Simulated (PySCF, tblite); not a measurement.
**C₂H₆BFN radical: geometry, infrared bands and EPR parameters**

What infrared bands and EPR parameters should C₂H₆BFN radical (`NBC[CH]F`) show?

Computed with tblite 0.8.0 and PySCF 2.14.0, with density-fitted response routines of our own, on a single molecule in the gas phase. Atoms count from 0, in the outputs and in this text.

## (1) Starting geometry

11 atoms, charge 0, multiplicity 2; geometry from: force field or distance geometry start.

Bonds of the start (Å): N0–B1 1.52, B1–C2 1.58, C2–C3 1.54, C3–F4 1.38, N0–H5 1.03, N0–H6 1.05, B1–H7 1.20, C2–H8 1.11, C2–H9 1.12, C3–H10 1.11.

## (2) Relaxing the molecule with GFN2-xTB

What the job is given:

```
{"job": {"kind": "relax", "xc": "GFN2-xTB", "basis": "xTB"}, "charge": 0, "multiplicity": 2}
N      1.733000     0.352600    -0.600900
B      0.753000     0.137600     0.543400
C     -0.608800    -0.629600     0.311700
C     -1.480200     0.152800    -0.688700
F     -2.621800    -0.579900    -0.966400
H      2.625300    -0.088000    -0.330400
H      1.892700     1.387700    -0.665900
H      1.044600     0.512000     1.643200
H     -0.396100    -1.639800    -0.095600
H     -1.162300    -0.732600     1.277400
H     -1.774000     1.129900    -0.260700
```

The run is started by

```console
OMP_NUM_THREADS=1 python probes_run.py task.json out
```

One launch serves the whole session: the jobs run in the order shown.

Output:

```text
step      E/eV     max force
  0    -438.46947    2.645
  1    -438.65691    1.610
  2    -438.76216    0.594
  3    -438.77865    0.383
  4    -438.79635    0.429
  5    -438.80572    0.466
  6    -438.82736    0.393
  7    -438.83871    0.271
  8    -438.84554    0.186
  9    -438.84963    0.180
 10    -438.85345    0.207
 11    -438.85580    0.121
 12    -438.85702    0.101
 13    -438.85825    0.097
 14    -438.86036    0.192
 15    -438.86327    0.237
 16    -438.86667    0.196
 17    -438.87078    0.196
 18    -438.87803    0.258
 19    -438.87916    0.881
 20    -438.89358    0.720
 21    -438.91127    0.412
 22    -438.92798    1.039
 23    -438.96257    0.433
 24    -439.02285    0.578
 25    -439.10484    1.991
 26    -439.19574    1.497
 27    -439.34698    1.786
 28    -439.31682    4.480
 29    -439.49265    1.834
 30    -439.59024    0.861
 31    -439.67289    0.601
 32    -439.84851    0.927
 33    -439.92730    0.771
 34    -439.96256    0.538
 35    -439.98619    0.446
 36    -440.00345    0.414
 37    -440.02158    0.464
 38    -440.03587    0.271
 39    -440.04361    0.214
 40    -440.04765    0.212
 41    -440.05052    0.151
 42    -440.05296    0.125
 43    -440.05681    0.134
 44    -440.05882    0.172
 45    -440.06190    0.199
 46    -440.06554    0.194
 47    -440.07093    0.209
 48    -440.07711    0.298
 49    -440.08426    0.327
 50    -440.09213    0.291
 51    -440.09967    0.210
 52    -440.10520    0.190
 53    -440.10891    0.189
 54    -440.10542    0.539
 55    -440.11322    0.128
 56    -440.11449    0.088
 57    -440.11682    0.122
 58    -440.11748    0.106
 59    -440.11906    0.112
 60    -440.12101    0.119
 61    -440.12248    0.115
 62    -440.12380    0.109
 63    -440.12540    0.124
 64    -440.12779    0.123
 65    -440.13076    0.121
 66    -440.13355    0.126
 67    -440.13584    0.109
 68    -440.13738    0.125
 69    -440.13835    0.086
 70    -440.13951    0.083
 71    -440.14038    0.102
 72    -440.14083    0.072
 73    -440.14113    0.044
 74    -440.14134    0.038
 75    -440.14151    0.028
 76    -440.14167    0.028
 77    -440.14177    0.027
 78    -440.14182    0.030
 79    -440.14186    0.029
 80    -440.14193    0.024
 81    -440.14201    0.029
 82    -440.14208    0.026
 83    -440.14212    0.017
 84    -440.14213    0.008
```

It took 0.32 s on 1 thread of Arm Neoverse V1, shared host.

Along the way: (not every step is listed)

```tsv
step	energy from step 0 (eV)	largest force (eV/Å)
0	0.0000	2.6449
1	-0.1874	1.6098
2	-0.2927	0.5944
3	-0.3092	0.3835
4	-0.3269	0.4292
5	-0.3363	0.4662
6	-0.3579	0.3930
7	-0.3692	0.2706
8	-0.3761	0.1856
15	-0.3938	0.2374
22	-0.4585	1.0389
29	-1.0232	1.8342
36	-1.5340	0.4141
43	-1.5873	0.1336
50	-1.6227	0.2915
57	-1.6474	0.1223
64	-1.6583	0.1230
71	-1.6709	0.1021
78	-1.6723	0.0295
79	-1.6724	0.0289
80	-1.6725	0.0244
81	-1.6725	0.0289
82	-1.6726	0.0263
83	-1.6726	0.0173
84	-1.6727	0.0081
```

Distances of close pairs at the start and the end, largest changes first:

```tsv
bond	before (Å)	after (Å)	change (Å)
N0–B1	1.522	1.373	-0.149
C2–C3	1.540	1.468	-0.072
N0–H6	1.049	1.008	-0.041
B1–C2	1.580	1.619	+0.039
C3–H10	1.106	1.078	-0.028
C2–H9	1.118	1.090	-0.028
B1–H7	1.198	1.171	-0.027
N0–H5	1.031	1.006	-0.025
```

The final coordinates are the input of the step that follows.

## (3) Infrared spectrum with GFN2-xTB

What the job is given:

```
{"job": {"kind": "ir", "xc": "GFN2-xTB", "basis": "xTB"}, "charge": 0, "multiplicity": 2}
N      1.471127     0.446060    -0.421255
B      0.833557    -0.069709     0.680222
C     -0.688443    -0.605500     0.542484
C     -1.517603     0.153497    -0.401264
F     -1.221321     0.026482    -1.726836
H      2.419631     0.781924    -0.423148
H      1.033751     0.520030    -1.326500
H      1.392003    -0.138235     1.706893
H     -0.621926    -1.644803     0.205902
H     -1.183945    -0.600005     1.512838
H     -1.911407     1.132930    -0.182177
```

Output:

```text
mode    cm-1     km/mol
  1      15.7      6.66
  2     112.4      4.48
  3     194.5      0.88
  4     337.2      6.46
  5     423.1      3.26
  6     536.0     19.33
  7     591.3     14.34
  8     665.2    215.19
  9     767.9      9.14
 10     781.5      9.32
 11     830.0     42.52
 12     908.2     21.88
 13     995.1     51.14
 14    1073.6    129.27
 15    1135.3     48.09
 16    1163.0     25.20
 17    1226.4     48.42
 18    1286.7     94.70
 19    1388.2    130.90
 20    1440.1      6.58
 21    1547.2    126.12
 22    2628.3    167.70
 23    2937.7     23.09
 24    3001.5     31.91
 25    3082.1     53.40
 26    3473.3      2.94
 27    3511.2      0.32
```

It took 0.18 s on 1 thread of Arm Neoverse V1, shared host.

Which atoms move in the most intense modes:

```tsv
cm⁻¹	km/mol	atoms
665	215.2	H5 37 %, H6 32 %, N0 21 %
995	51.1	H9 28 %, C3 24 %, F4 22 %, C2 14 %
1074	129.3	H7 49 %, B1 19 %, N0 13 %, H6 10 %
1287	94.7	H10 45 %, C3 35 %
1388	130.9	B1 53 %, N0 15 %, H5 12 %, H6 11 %
1547	126.1	H6 38 %, H5 33 %, N0 21 %
2628	167.7	H7 92 %
3082	53.4	H10 93 %
```

## (4) g tensor and hyperfine couplings: B3LYP/pcH-1

Settings changed since step 3:

```diff
@@ -1,2 +1,2 @@
-{"job": {"kind": "ir", "xc": "GFN2-xTB", "basis": "xTB"}, "charge": 0, "multiplicity": 2}
+{"job": {"kind": "epr", "basis": "pcH-1"}, "charge": 0, "multiplicity": 2}
 N      1.471127     0.446060    -0.421255
```

Level: UKS B3LYP, pcH-1 on B C F H N, non-relativistic, mean-field spin-orbit, GIAO.

Output:

```text
UKS, coarse grid
  cycle   1  E = -259.20880105  |g| = 4.20e-01
  cycle   2  E = -259.15929030  |g| = 5.83e-01
  cycle   3  E = -259.27666182  |g| = 6.86e-02
  cycle   4  E = -259.27827056  |g| = 3.09e-02
  cycle   5  E = -259.27869959  |g| = 6.32e-03
  cycle   6  E = -259.27872016  |g| = 2.42e-03
  cycle   7  E = -259.27872315  |g| = 1.17e-03
  cycle   8  E = -259.27872375  |g| = 4.93e-04
UKS, final grid
  cycle   1  E = -259.27875078  |g| = 7.03e-04
  cycle   2  E = -259.27875049  |g| = 1.12e-03
  cycle   3  E = -259.27875097  |g| = 5.33e-05
  cycle   4  E = -259.27875097  |g| = 1.37e-05
E = -259.27875097 Eh   <S^2> = 0.7532 (exact 0.7500)
g shifts (ppm)      1          2          3
  rmc          -195       -195       -195
  gc              1         14         19
  oz_so         -53       1995       2600
  total        -247       1814       2424
hyperfine (MHz)  atom isotope    a_iso     a_fc   dipolar eigenvalues
    0   14N      -0.93      -0.93     -0.36      0.09      0.27
    1   11B      72.07      72.07     -5.69     -4.95     10.64
    2   13C     -24.91     -24.91     -5.21     -3.21      8.42
    3   13C     203.81     203.81    -83.08    -80.30    163.38
    4   19F     163.85     163.85   -238.98   -201.94    440.92
    5    1H       1.61       1.61     -1.53     -1.13      2.67
    6    1H       1.27       1.27     -3.57     -2.23      5.80
    7    1H      11.83      11.83     -2.91     -1.67      4.59
    8    1H      60.05      60.05     -5.43     -5.10     10.53
    9    1H      18.52      18.52     -5.60     -4.86     10.45
   10    1H     -32.83     -32.83    -36.51     -2.65     39.16
```

Wall time 22 s (1 thread of Arm Neoverse V1, shared host); peak memory 0.66 GiB.

Principal g values 2.00207, 2.00413, 2.00474; g(iso) = 2.00365, against 2.00232 for a free electron.

Hyperfine couplings; where a row names several nuclei, a(iso) is their mean (it holds for fast rotation or exchange) and the dipolar term the largest among them:

```tsv
nuclei	isotope	a(iso) (MHz)	a(iso) (G, at g = 2.0023)	largest dipolar term (MHz)
C3	13C	203.8	72.7	163.4
F4	19F	163.9	58.5	440.9
B1	11B	72.1	25.7	10.6
H8, H9	1H	39.3	14.0	10.5
H10	1H	-32.8	-11.7	39.2
C2	13C	-24.9	-8.9	8.4
H7	1H	11.8	4.2	4.6
H5, H6	1H	1.4	0.5	5.8
N0	14N	-0.9	-0.3	-0.4
```

Mulliken spin populations:

```tsv
atom	value (e)
N0	0.00
B1	0.06
C2	-0.06
C3	0.93
F4	0.06
H5	0.00
H6	0.00
H7	0.01
H8	0.02
H9	0.01
H10	-0.03
```

In first order the couplings over 0.8 MHz of 19F, 11B, 1H, 14N give 864 distinct lines over 181.3 G, if the averaged nuclei exchange fast.

The fields below are evaluated on a grid from the run's orbitals.

ELF in a plane through or near 7 of the atoms.

Ten even steps from ' ' (0.00) to '@' (1.00):
```
                                                        
                                                        
                  ....                                  
              ::**%%%%++..        ::..                  
            --##@@@@@@%%--    ::**@@%%++                
            **@@@@@@@@@@**    **@@@@@@@@::              
            ==%%@@@@@@@@**::--##@@@@@@%%::              
              ::##@@@@==--####**%%@@%%++                
                ..--..%%++%%@@..::++--..                
          ..--::--**##::..%%%%==++%%********==..        
        ==@@@@@@##----##==..::**%%::==%%@@@@%%==        
        **@@@@@@%%::--**==    --==..::##%%%%##==        
        --%%@@%%****@@@@##    --++##==----::--..        
          ----::::++@@@@%%  ..**####++--                
                  ==%%%%==  ..**%%%%##==..              
                    ----    ..==++**++--                
                              ....::....                
                                                        
                                                        
                                                        
```
The map spans 10.2 Å across and 8.5 Å up, centred on the molecule. Atoms in the plane (x, y in Å): N0 (-1.5, -0.5), B1 (-0.8, 0.7), C2 (0.8, 0.7), C3 (1.5, -0.5), H5 (-2.5, -0.6), H6 (-1.1, -1.4), H9 (1.2, 1.5).

On the surface of density 0.002 e/bohr³ the electrostatic potential runs, from the 1st to the 99th percentile, from -0.97 V near F4 to 1.80 V near H5.

The spin density lies nearest to C3 66 %; F4 10 %; H10 9 %.

## (5) What came out

| quantity | value |
| --- | --- |
| strongest single infrared mode (GFN2-xTB) | 665 cm⁻¹, 215 km/mol |
| zero-point energy (GFN2-xTB) | 51.5 kcal/mol |
| g(iso) (B3LYP) | 2.00365 |
| ⟨S²⟩ | 0.753 (exact 0.75) |
| largest a(iso) (averaged by class) | 13C on C3, 203.8 MHz |
| surface potential, 1st and 99th percentile | -0.97 V and 1.80 V |

What this shows: Over 84 steps the energy fell by 1.673 eV; of the close pairs, N0–B1 changed most, 1.522 to 1.373 Å. All 27 modes are real, so the xTB geometry is a minimum. The strongest single mode, at 665 cm⁻¹, is carried by H5, H6, N0. GFN2-xTB is a fitted tight-binding method: band positions and strengths are rough. Its intensities can rank the bands wrongly. Most of the unpaired spin sits on C3 (0.93 e). The isotropic g lies 1.3 ppt above the free-electron value.
